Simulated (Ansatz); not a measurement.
Runs of Ansatz 0.2.0 on GeW. The structure is cubic, space group Fm-3m (No. 225). The conventional cell has a = 5.155 Å, b = 5.155 Å, c = 5.155 Å, α = 90.00°, β = 90.00°, γ = 90.00°. Around Ge (site symmetry m-3m) lie 6 W at 2.58 Å. Around W (site symmetry m-3m) lie 6 Ge at 2.58 Å. The cell was built by a generator and needn't be a form met in nature.

```tsv
level	U	hubbard projectors	double counting	gap on the mesh (eV)	pressure (GPa)	relaxed volume (Å³/atom)
PBE+U	W d U = 8 eV	ortho-atomic (the default)	fll (the default)	none	0.0	17.85
PBE	-	-	-	none	0.0	17.15
PBE+U	W d U = 1 eV	ortho-atomic (the default)	fll (the default)	none	0.0	17.14
PBE+U	W d U = 3 eV	ortho-atomic (the default)	fll (the default)	none	0.0	17.14
PBE+U	W d U = 4 eV	ortho-atomic (the default)	fll (the default)	none	0.0	(a)
PBE+U	W d U = 5 eV	ortho-atomic (the default)	fll (the default)	none	0.0	17.14
PBE+U	W d U = 2 eV	ortho-atomic (the default)	fll (the default)	none	0.0	17.14
PBE+U	W d U = 6 eV	ortho-atomic (the default)	fll (the default)	none	0.0	17.14
```

Alike in all rows: task relaxation of cell and atoms; potentials or basis Ansatz PAW; no spin polarisation; cell relaxed; k mesh 9 × 9 × 9; cutoff (eV) 420; smearing fermi-dirac 0.05 eV.

Problem. Fill in the values left out.

Solution. (a) 17.13.

Caveats: the plane-wave basis is chosen anew once the cell has moved, so the energies of steps on either side of that aren't comparable; U without spin polarisation on a metal has little footing (some runs); the U is typed as a test and isn't derived for this compound (some runs).

A k mesh can miss the band edges, and the runs leave out spin-orbit coupling on Ge, W.

A gap of «none» marks a metal or a gap under the smearing width.
